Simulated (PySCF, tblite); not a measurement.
# C₅H₁₂N₂: dynamics, then NMR shifts on frames, part 2 of 2

tblite 0.8.0 and PySCF 2.14.0. Atoms count from 0. The steps go on from the part before.

## 5. NMR shieldings: 625 fs, PBE0/pcSseg-1

What the job is given:

```
{"job": {"kind": "nmr", "xc": "PBE0", "basis": "pcSseg-1", "pop": false}, "charge": 0, "multiplicity": 1}
C     -3.017500     0.112500     0.889500
C     -1.869500    -0.070200    -0.150400
N     -0.610400    -0.026000     0.507600
C      0.527500    -0.056900    -0.416600
C      1.720600     0.192800     0.436100
N      2.847600    -0.188100    -0.022100
C      3.994600     0.037500     0.782000
H     -2.607500     0.570700     1.788500
H     -3.870800     0.686200     0.466400
H     -3.309900    -0.928700     1.195200
H     -2.006700    -1.018900    -0.701800
H     -1.931000     0.762400    -0.839600
H     -0.585600    -0.810100     1.167000
H      0.620100    -1.031600    -0.911600
H      0.462400     0.778700    -1.134600
H      1.614200     0.755000     1.346200
H      4.388600    -0.899900     1.102100
H      4.747400     0.566800     0.212400
H      3.790600     0.675100     1.699400
```

Level: GIAO PBE0/pcSseg-1 NMR shielding, non-relativistic, gas phase.

Output:

```text
coarse grid: 15000 points
cycle   1  E = -306.7151706930  dE =  6.720e-01  |g| = 4.328e-01  |ddm| = 3.664e+00
cycle   2  E = -306.6856166207  dE =  2.955e-02  |g| = 5.815e-01  |ddm| = 9.796e-01
cycle   3  E = -306.7613001160  dE = -7.568e-02  |g| = 1.311e-01  |ddm| = 5.603e-01
cycle   4  E = -306.7646498230  dE = -3.350e-03  |g| = 4.456e-02  |ddm| = 1.165e-01
cycle   5  E = -306.7650716034  dE = -4.218e-04  |g| = 1.023e-02  |ddm| = 4.354e-02
cycle   6  E = -306.7650916343  dE = -2.003e-05  |g| = 3.373e-03  |ddm| = 1.133e-02
cycle   7  E = -306.7650939993  dE = -2.365e-06  |g| = 4.738e-04  |ddm| = 2.717e-03
final grid: 142488 points
cycle   8  E = -306.8036875395  dE = -3.953e-05  |g| = 8.562e-03  |ddm| = 2.831e-02
cycle   9  E = -306.8036845083  dE =  3.031e-06  |g| = 9.374e-03  |ddm| = 1.646e-02
cycle  10  E = -306.8037062717  dE = -2.176e-05  |g| = 1.278e-03  |ddm| = 8.595e-03
cycle  11  E = -306.8037066086  dE = -3.370e-07  |g| = 3.284e-04  |ddm| = 1.029e-03
cycle  12  E = -306.8037066284  dE = -1.974e-08  |g| = 1.319e-04  |ddm| = 3.344e-04
cycle  13  E = -306.8037066321  dE = -3.733e-09  |g| = 2.116e-05  |ddm| = 1.271e-04
cycle  14  E = -306.8037066322  dE = -8.561e-11  |g| = 6.248e-06  |ddm| = 2.001e-05
converged SCF energy = -306.8037066322

GIAO shielding tensors (ppm)
atom      isotropic    diamagn.    paramagn.     s11        s22        s33       span
  0 C      162.919     249.151     -86.233    136.860    163.321    188.575     51.715
  1 C      139.141     244.995    -105.855    119.259    131.268    166.895     47.636
  2 N      198.705     322.966    -124.261    156.525    208.906    230.686     74.161
  3 C      125.503     246.982    -121.480    109.110    115.546    151.852     42.741
  4 C        5.557     255.426    -249.869    -97.583     32.832     81.422    179.005
  5 N     -124.844     325.305    -450.149   -499.129   -132.425    257.021    756.150
  6 C      134.999     244.677    -109.678    104.035    122.295    178.668     74.632
  7 H       30.387      30.051       0.336     26.745     29.763     34.654      7.908
  8 H       29.369      27.161       2.209     25.224     27.025     35.860     10.636
  9 H       29.278      28.143       1.135     25.310     27.679     34.843      9.533
 10 H       28.509      31.210      -2.701     24.039     27.620     33.869      9.830
 11 H       29.292      32.225      -2.933     24.551     29.440     33.887      9.336
 12 H       31.568      36.685      -5.117     23.916     33.334     37.454     13.539
 13 H       27.767      32.744      -4.978     24.054     26.462     32.784      8.731
 14 H       28.000      31.881      -3.881     24.584     27.825     31.591      7.007
 15 H       23.710      34.497     -10.787     20.357     24.602     26.170      5.812
 16 H       28.388      27.593       0.795     25.763     26.831     32.571      6.808
 17 H       27.944      26.689       1.255     25.051     26.767     32.012      6.961
 18 H       28.030      27.594       0.435     26.032     26.928     31.130      5.099
```

Wall time 35 s (1 thread of Arm Neoverse N1, shared host); peak memory 0.86 GiB.

Key values: δ C4 181.4, C3 61.4, C6 51.9, C1 47.8, H15 8.01, H13 3.95 ppm.

## 6. Nuclear shieldings: 800 fs, PBE0/pcSseg-1

What the job is given:

```
{"job": {"kind": "nmr", "xc": "PBE0", "basis": "pcSseg-1", "pop": false}, "charge": 0, "multiplicity": 1}
C     -3.080500     0.094700     0.367600
C     -1.792800    -0.214600    -0.346700
N     -0.724800     0.557200     0.328700
C      0.502300     0.346400    -0.354400
C      1.668400     0.883100     0.354300
N      2.781900     0.245200     0.342000
C      3.899300     0.805200     1.059400
H     -3.203600     1.169200     0.509100
H     -3.944100    -0.194300    -0.197500
H     -3.130500    -0.335600     1.383400
H     -1.640600    -1.303500    -0.297600
H     -1.900300     0.093600    -1.375700
H     -0.635800     0.104500     1.250000
H      0.730000    -0.641400    -0.785600
H      0.454500     0.973000    -1.308800
H      1.560900     1.858600     0.990600
H      4.207200    -0.025400     1.726300
H      4.765600     0.912900     0.428500
H      3.625200     1.716400     1.639000
```

Method: GIAO PBE0/pcSseg-1 NMR shielding, non-relativistic, gas phase.

Output:

```text
coarse grid: 15000 points
cycle   1  E = -306.7142736966  dE =  6.568e-01  |g| = 4.368e-01  |ddm| = 3.674e+00
cycle   2  E = -306.6815874552  dE =  3.269e-02  |g| = 5.943e-01  |ddm| = 9.659e-01
cycle   3  E = -306.7604974833  dE = -7.891e-02  |g| = 1.414e-01  |ddm| = 5.649e-01
cycle   4  E = -306.7644856016  dE = -3.988e-03  |g| = 4.408e-02  |ddm| = 1.242e-01
cycle   5  E = -306.7649043617  dE = -4.188e-04  |g| = 9.612e-03  |ddm| = 4.200e-02
cycle   6  E = -306.7649213351  dE = -1.697e-05  |g| = 3.693e-03  |ddm| = 1.063e-02
cycle   7  E = -306.7649241629  dE = -2.828e-06  |g| = 4.853e-04  |ddm| = 2.993e-03
final grid: 142488 points
cycle   8  E = -306.8032540687  dE = -3.667e-05  |g| = 8.428e-03  |ddm| = 2.674e-02
cycle   9  E = -306.8032500063  dE =  4.062e-06  |g| = 9.453e-03  |ddm| = 1.547e-02
cycle  10  E = -306.8032721065  dE = -2.210e-05  |g| = 1.191e-03  |ddm| = 8.175e-03
cycle  11  E = -306.8032724028  dE = -2.963e-07  |g| = 3.402e-04  |ddm| = 1.006e-03
cycle  12  E = -306.8032724244  dE = -2.164e-08  |g| = 1.170e-04  |ddm| = 3.137e-04
cycle  13  E = -306.8032724273  dE = -2.914e-09  |g| = 2.473e-05  |ddm| = 1.137e-04
cycle  14  E = -306.8032724274  dE = -1.239e-10  |g| = 6.949e-06  |ddm| = 2.510e-05
converged SCF energy = -306.8032724274

GIAO shielding tensors (ppm)
atom      isotropic    diamagn.    paramagn.     s11        s22        s33       span
  0 C      169.010     244.124     -75.114    152.638    163.836    190.558     37.920
  1 C      137.990     244.388    -106.398    113.443    129.497    171.030     57.588
  2 N      203.474     321.156    -117.683    169.544    204.084    236.793     67.249
  3 C      125.412     246.187    -120.775    102.205    117.693    156.338     54.132
  4 C        9.870     255.881    -246.011    -94.442     42.054     81.999    176.441
  5 N     -119.626     326.548    -446.174   -478.238   -123.818    243.177    721.415
  6 C      131.468     245.849    -114.380    101.493    113.793    179.120     77.627
  7 H       30.341      28.844       1.496     26.409     28.755     35.857      9.448
  8 H       30.879      27.136       3.743     26.599     28.026     38.013     11.414
  9 H       30.312      28.551       1.761     26.608     28.248     36.081      9.473
 10 H       28.805      31.556      -2.750     24.746     27.907     33.763      9.017
 11 H       29.471      31.426      -1.955     24.979     29.480     33.953      8.973
 12 H       31.287      36.331      -5.044     23.816     32.467     37.578     13.762
 13 H       27.868      33.309      -5.441     24.297     26.621     32.685      8.388
 14 H       27.098      30.661      -3.563     23.282     26.637     31.375      8.093
 15 H       22.750      30.798      -8.047     20.819     23.164     24.268      3.449
 16 H       27.203      27.381      -0.178     24.289     26.330     30.990      6.700
 17 H       27.931      26.827       1.104     25.437     26.427     31.928      6.491
 18 H       28.208      27.173       1.036     26.375     26.972     31.278      4.902
```

It took 35 s on 1 thread of Arm Neoverse N1, shared host; peak memory 0.86 GiB.

Key values: δ C4 177.1, C3 61.5, C6 55.5, C1 48.9, H15 8.97, H14 4.62 ppm.

## 7. NMR shieldings: 1000 fs, PBE0/pcSseg-1

What the job is given:

```
{"job": {"kind": "nmr", "xc": "PBE0", "basis": "pcSseg-1", "pop": false}, "charge": 0, "multiplicity": 1}
C     -2.992800     0.681900    -0.027000
C     -1.803700    -0.079800    -0.625400
N     -0.603300     0.323700     0.168000
C      0.681000     0.065500    -0.490700
C      1.776300     0.840900     0.122400
N      2.957400     0.354000     0.216200
C      3.982500     1.093600     0.867800
H     -2.726800     1.789700     0.104800
H     -3.880000     0.543200    -0.649000
H     -3.180900     0.316300     0.996400
H     -2.054800    -1.159600    -0.682800
H     -1.676500     0.275000    -1.616100
H     -0.663700    -0.036600     1.099000
H      0.973100    -0.979000    -0.497100
H      0.674600     0.382700    -1.548300
H      1.522100     1.929700     0.384700
H      4.296000     0.581600     1.751800
H      4.815300     1.148100     0.183700
H      3.708500     2.125100     1.153800
```

With the program's defaults for keys left out, this is: GIAO PBE0/pcSseg-1 NMR shielding, non-relativistic, gas phase.

Output:

```text
coarse grid: 15000 points
cycle   1  E = -306.7192885309  dE =  5.837e-01  |g| = 4.260e-01  |ddm| = 3.665e+00
cycle   2  E = -306.6878666506  dE =  3.142e-02  |g| = 5.817e-01  |ddm| = 9.361e-01
cycle   3  E = -306.7633571050  dE = -7.549e-02  |g| = 1.365e-01  |ddm| = 5.466e-01
cycle   4  E = -306.7670631248  dE = -3.706e-03  |g| = 4.353e-02  |ddm| = 1.185e-01
cycle   5  E = -306.7674694870  dE = -4.064e-04  |g| = 9.798e-03  |ddm| = 4.154e-02
cycle   6  E = -306.7674875138  dE = -1.803e-05  |g| = 3.591e-03  |ddm| = 1.103e-02
cycle   7  E = -306.7674901787  dE = -2.665e-06  |g| = 5.069e-04  |ddm| = 2.832e-03
final grid: 142488 points
cycle   8  E = -306.8065012839  dE = -3.817e-05  |g| = 8.245e-03  |ddm| = 2.654e-02
cycle   9  E = -306.8064992691  dE =  2.015e-06  |g| = 8.783e-03  |ddm| = 1.500e-02
cycle  10  E = -306.8065187921  dE = -1.952e-05  |g| = 8.506e-04  |ddm| = 7.793e-03
cycle  11  E = -306.8065189297  dE = -1.376e-07  |g| = 3.509e-04  |ddm| = 7.806e-04
cycle  12  E = -306.8065189532  dE = -2.353e-08  |g| = 1.108e-04  |ddm| = 2.891e-04
cycle  13  E = -306.8065189559  dE = -2.680e-09  |g| = 2.461e-05  |ddm| = 1.139e-04
cycle  14  E = -306.8065189560  dE = -1.197e-10  |g| = 6.985e-06  |ddm| = 2.305e-05
converged SCF energy = -306.8065189560

GIAO shielding tensors (ppm)
atom      isotropic    diamagn.    paramagn.     s11        s22        s33       span
  0 C      160.300     247.066     -86.766    138.412    160.329    182.158     43.747
  1 C      136.276     243.206    -106.930    115.844    122.099    170.884     55.040
  2 N      206.571     321.564    -114.993    160.367    214.152    245.194     84.828
  3 C      127.776     245.762    -117.986    108.421    120.990    153.916     45.495
  4 C        7.938     256.038    -248.100    -91.049     32.247     82.615    173.663
  5 N     -115.434     326.836    -442.270   -482.229   -116.692    252.617    734.846
  6 C      137.824     243.578    -105.754    110.274    123.011    180.187     69.913
  7 H       28.811      28.134       0.677     25.279     27.501     33.653      8.374
  8 H       30.163      27.051       3.111     26.031     27.321     37.135     11.105
  9 H       30.095      29.333       0.762     26.636     28.467     35.182      8.546
 10 H       28.400      30.366      -1.966     23.962     27.472     33.765      9.804
 11 H       29.938      32.290      -2.352     25.766     30.047     34.001      8.235
 12 H       31.713      37.439      -5.726     24.396     32.054     38.689     14.293
 13 H       27.996      33.153      -5.157     23.714     26.731     33.543      9.829
 14 H       28.124      31.575      -3.451     24.353     28.328     31.693      7.340
 15 H       23.017      31.627      -8.610     21.197     23.431     24.421      3.224
 16 H       28.434      27.834       0.600     25.564     26.992     32.746      7.182
 17 H       28.027      26.114       1.913     25.048     26.794     32.238      7.190
 18 H       28.580      27.699       0.882     26.568     27.235     31.937      5.369
```

It took 35 s on 1 thread of Arm Neoverse N1, shared host; peak memory 0.86 GiB.

Key values: δ C4 179.0, C3 59.1, C1 50.6, C6 49.1, H15 8.70, H13 3.72 ppm.

## 8. Run by run: NMR shifts

Shifts (ppm) of some atoms, chosen among heavy atoms and hydrogens apart, with basis size and wall time:

```csv
frame,C6,C1,C0,H10,H11,N5,N2,functions,time
250 fs,55.9,40.6,18.9,1.97,1.25,386.5,55.8,179,35 s
425 fs,45.0,55.8,17.7,3.91,3.59,389.8,72.4,179,35 s
625 fs,51.9,47.8,24.0,3.21,2.42,392.6,69.0,179,35 s
800 fs,55.5,48.9,17.9,2.91,2.25,387.4,64.3,179,35 s
1000 fs,49.1,50.6,26.6,3.32,1.78,383.2,61.2,179,35 s
```

## 9. What came out

What follows sums up all 2 parts.

```
                                      quantity                                                                        value
                                    thermostat                                                                        200 K
                 mean temperature, second half                                                                        216 K
       mean potential energy above the minimum                                                                      0.48 eV
13C shifts against TMS (PBE0/pcSseg-1, 250 fs)                                            173.3, 61.8, 55.9, 40.6, 18.9 ppm
 1H shifts against TMS (PBE0/pcSseg-1, 250 fs)  8.78, 5.45, 3.96, 3.96, 3.38, 3.06, 1.97, 1.71, 1.39, 1.25, 1.00, -0.80 ppm
15N shifts against NH3 (PBE0/pcSseg-1, 250 fs)                                                              386.5, 55.8 ppm
                      range of the shift of N2                                                             55.8 to 72.4 ppm
```

What this shows: In the second half the potential energy averages 0.48 eV above the minimum; equipartition over 51 harmonic modes at 200 K would give 0.44 eV. With 19 atoms the temperature swings widely (110 to 299 K). Shifts at one fixed geometry are not the observed spectrum, which averages over the motion. In the first frame run (250 fs): The largest span, 717 ppm, is at N5, where the paramagnetic term is -447 ppm. Across the 5 runs the shift of N2 moves most, between 55.8 (250 fs) and 72.4 ppm (425 fs).
